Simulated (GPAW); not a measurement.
Crystal: Mg3TiO4.

```
CELL_PARAMETERS angstrom
4.31366 0.00000 0.00000
0.00000 4.31366 0.00000
0.00000 0.00000 4.31366
ATOMIC_POSITIONS crystal
Ti 0.00000 0.00000 0.00000
Mg 0.50000 0.50000 0.00000
Mg 0.50000 0.00000 0.50000
Mg 0.00000 0.50000 0.50000
O 0.00000 0.50000 0.00000
O 0.00000 0.00000 0.50000
O 0.50000 0.50000 0.50000
O 0.50000 0.00000 0.00000
```

The cell comes from a database or a generator and needn't be the stable form of this composition.

Base run:

```yaml
Program: GPAW 26.7.0
Functional: PBE
Potentials_or_basis: GPAW PAW data sets (gpaw-data 1.2.1)
Cutoff: 800 eV
Basis: pw
k_mesh: 5 × 5 × 5
Occupations: fermi-dirac, width 0.05 eV
Spin: no spin polarisation
```

Its results: pressure -2.9 GPa.

Problem. The run is repeated on the same cell with these changes: functional from PBE to r2SCAN. What comes out?

Solution. Pressure -7.6 GPa.

Caveats: the PAW data sets were made with another functional, which shifts forces and pressure a little (some runs).
